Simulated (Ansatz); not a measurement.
# TiTlSb2: the cost of one run

Program: Ansatz 0.2.0. Level of theory: DFT PBE, scalar-relativistic, plane waves, PAW. These are calculated values, not measurements.

## Step 1: The structure to begin with

Symmetry: P4/mmm, No. 123, tetragonal system. Conventional cell: a = 5.453 Å, b = 5.453 Å, c = 3.856 Å, α = 90.00°, β = 90.00°, γ = 90.00°. Around Ti (site symmetry 4/mmm) lie 8 Sb at 3.34 Å. Tl (site symmetry 4/mmm) is surrounded by 8 Sb at 3.34 Å. Sb (site symmetry mmm) has 4 Ti at 3.34 Å and 4 Tl at 3.34 Å as nearest neighbours.

Coordinates:

```xyz
4
Lattice="5.4526 0.0000 0.0000 0.0000 5.4526 0.0000 0.0000 0.0000 3.8555" Properties=species:S:1:pos:R:3 pbc="T T T"
Ti    0.0000    0.0000    1.9278
Tl    2.7263    2.7263    1.9278
Sb    0.0000    2.7263    0.0000
Sb    2.7263    0.0000    0.0000
```

The cell is invented: ordered mixture on the anion sites of caesium chloride (P4/mmm, No. 123). Its size is a rough estimate.

## Step 2: The guess as it stands, on a coarse mesh

Contents of input.yaml:

```yaml
crystal:
  lattice:
    - [5.45256417, 0.0, 0.0]
    - [0.0, 5.45256417, 0.0]
    - [0.0, 0.0, 3.8555451]
  atoms:
    - { symbol: Ti, position: [0.0, 0.0, 0.5] }
    - { symbol: Tl, position: [0.5, 0.5, 0.5] }
    - { symbol: Sb, position: [0.0, 0.5, 0.0] }
    - { symbol: Sb, position: [0.5, 0.0, 0.0] }
basis:
  ecutwfc: 420
kpoints:
  mp_grid: { grid: [4, 4, 4] }
hamiltonian:
  xc: pbe
scf:
  occupations: { method: gaussian, width: 0.1 }
  lower_state_search: "off"
output:
  forces: true
  stress: true
  eigenvalues: true
```

Started as:

```
$ ansatz run input.yaml --threads 1 --pin off --max-ram 2048MiB --backend cpu --events-out ev --progress --plain --runs-dir out
```

What time and memory should one allow on 1 thread of Arm Neoverse V1, shared host?

About 4.4 s, with a peak of 0.39 GiB.
